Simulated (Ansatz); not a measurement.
# FH3NO2Ta: geometry optimisation

The task: find the minimum of FH3NO2Ta nearest to the start.

Program: Ansatz 0.2.0. Level of theory: RKS B3LYP-D4/def2-TZVP. These are calculated values, not measurements.

## 1. Starting geometry

SMILES `[NH2][Ta](=[O])([OH])[F]`, 8 atoms, charge 0, spin multiplicity 1.

Atoms are counted from 1 here; the program's logs count them from 0.

Bond lengths: N1–Ta2 1.983 Å, N1–H6 1.024 Å, N1–H7 1.026 Å, Ta2–O3 1.739 Å, Ta2–O4 1.922 Å, Ta2–F5 1.911 Å, O4–H8 0.972 Å. Angles: Ta2–N1–H6 125.5°, Ta2–N1–H7 124.4°, H6–N1–H7 110.0°, N1–Ta2–O3 103.7°, N1–Ta2–O4 109.7°, N1–Ta2–F5 111.4°, O3–Ta2–O4 110.7°, O3–Ta2–F5 110.3°, O4–Ta2–F5 110.7°, Ta2–O4–H8 132.1°.

As a file:

```xyz
8
charge 0, multiplicity 1
N    -0.6459    1.1818    0.5916
Ta    0.5811   -0.2490   -0.0243
O     0.7847   -1.2520    1.3812
O    -0.2411   -1.2392   -1.4513
F     2.2645    0.4652   -0.5790
H    -1.0011    1.2912    1.5461
H    -1.0630    1.8918   -0.0209
H    -0.5871   -2.1467   -1.4993
```

## 2. Relaxation

input.yaml

```yaml
crystal:
  periodic: [false, false, false]
  atoms:
    - { symbol: "N", position_ang: [-0.645891, 1.18177, 0.591583] }
    - { symbol: Ta, position_ang: [0.581096, -0.249026, -0.024293] }
    - { symbol: O, position_ang: [0.784691, -1.251961, 1.381158] }
    - { symbol: O, position_ang: [-0.241052, -1.239237, -1.451268] }
    - { symbol: F, position_ang: [2.26446, 0.465185, -0.578954] }
    - { symbol: H, position_ang: [-1.001136, 1.291206, 1.546068] }
    - { symbol: H, position_ang: [-1.062962, 1.891757, -0.020929] }
    - { symbol: H, position_ang: [-0.587107, -2.146693, -1.499264] }
basis:
  gaussian: { orbitals: def2-TZVP }
hamiltonian:
  xc: { name: B3LYP }
  dispersion: d4
output:
  forces: true
relax:
  f_tol: 0.003
  max_steps: 120
```

On the command line:

```sh
$ ansatz run input.yaml --threads 1 --pin off --max-ram 2560MiB --backend cpu --events-out ev --progress --plain --runs-dir out
```

Standard output (excerpt; [...] marks lines left out):

```text
Warning: RAYON_NUM_THREADS=1 ignored (pool sized by the plan → 1); use --threads N
[...]
Functional definition: B3LYP
[...]
1119 factors; their error is unknown
[...]
mean field -9912.57841782 eV, -364.2805378679 hartree, gradient 3.9e-5 eV, S^2 0.000000; 0 other end points of the search recorded, 0 dependent functions left out
[...]
reference -9912.57867009 eV, -364.2805471388 hartree; 24, 24 occupied and 158, 158 virtual orbitals, 1119 factors
relax step   1: F+E_penalty+E_count = -9912.82743486 eV  Δ(F+E_penalty+E_count) = +0.000e0 eV  max|allowed force component| = 5.912e-1 eV/Å  Δτ_max = 0.0000 Å  (33 SCF iters, accepted)
[...]
relax step   6: F+E_penalty+E_count = -9912.84925144 eV  Δ(F+E_penalty+E_count) = -1.166e-5 eV  max|allowed force component| = 1.983e-2 eV/Å  Δτ_max = 0.0024 Å  (38 SCF iters, accepted)
[...]
relax step   7: F+E_penalty+E_count = -9912.84926297 eV  Δ(F+E_penalty+E_count) = -1.153e-5 eV  max|allowed force component| = 2.432e-3 eV/Å  Δτ_max = 0.0020 Å  (37 SCF iters, accepted)
1119 factors; their error is unknown
[...]
mean field -9912.59904041 eV, -364.2812957341 hartree, gradient 6.4e-5 eV, S^2 0.000000; 1 other end points of the search recorded, 0 dependent functions left out
[...]
reference -9912.59929182 eV, -364.2813049732 hartree; 24, 24 occupied and 158, 158 virtual orbitals, 1119 factors
Total energy: -9912.84951438 eV, -364.2905004828 hartree
Atom 0 at    -0.650949     1.191682     0.592446 Å, force    -0.000307     0.000540    -0.000248 eV/Å
Atom 1 at     0.560671    -0.257312    -0.008899 Å, force     0.002149    -0.001169    -0.000467 eV/Å
Atom 2 at     0.783466    -1.254821     1.384450 Å, force    -0.000522     0.000016    -0.000853 eV/Å
Atom 3 at    -0.241877    -1.238368    -1.444645 Å, force     0.001710     0.002415     0.001678 eV/Å
Atom 4 at     2.228811     0.449084    -0.592075 Å, force    -0.000665    -0.000453    -0.000139 eV/Å
Atom 5 at    -0.983592     1.303279     1.539041 Å, force    -0.000450     0.001040    -0.000214 eV/Å
Atom 6 at    -1.057213     1.894741    -0.009849 Å, force    -0.000785     0.000043     0.001105 eV/Å
Atom 7 at    -0.547218    -2.145283    -1.516368 Å, force    -0.001131    -0.002432    -0.000862 eV/Å
Dipole moment:    -0.609281     0.196142    -0.257530 e Å
```

It took 83 s on 1 thread of Arm Neoverse V1, shared host; peak memory 0.38 GiB.

Relaxation path:

| step | energy from step 1 (eV) | largest force component (eV/Å) |
| --- | --- | --- |
| 1 | 0.0000 | 0.5912 |
| 2 | -0.0202 | 0.2206 |
| 3 | -0.0216 | 0.0306 |
| 4 | -0.0218 | 0.0125 |
| 5 | -0.0218 | 0.0096 |
| 6 | -0.0218 | 0.0198 |
| 7 | -0.0218 | 0.0024 |

Close pairs (by a distance rule), those that changed most:

| bond | before (Å) | after (Å) | change (Å) |
| --- | --- | --- | --- |
| N1–H7 | 1.026 | 1.011 | -0.015 |
| N1–H6 | 1.024 | 1.010 | -0.015 |
| O4–H8 | 0.972 | 0.960 | -0.013 |
| Ta2–O3 | 1.739 | 1.728 | -0.011 |
| Ta2–F5 | 1.911 | 1.903 | -0.008 |
| Ta2–O4 | 1.922 | 1.915 | -0.006 |
| N1–Ta2 | 1.983 | 1.982 | -0.001 |

## 3. Results

```
             quantity      value
        energy gained  0.0218 eV
root mean square move    0.025 Å
        dipole moment     3.31 D
```

Bond lengths: N1–Ta2 1.982 Å, N1–H6 1.010 Å, N1–H7 1.011 Å, Ta2–O3 1.728 Å, Ta2–O4 1.915 Å, Ta2–F5 1.903 Å, O4–H8 0.960 Å. Angles: Ta2–N1–H6 124.5°, Ta2–N1–H7 125.0°, H6–N1–H7 110.4°, N1–Ta2–O3 104.8°, N1–Ta2–O4 110.2°, N1–Ta2–F5 110.9°, O3–Ta2–O4 111.3°, O3–Ta2–F5 110.4°, O4–Ta2–F5 109.1°, Ta2–O4–H8 132.3°. No frequencies were computed here.
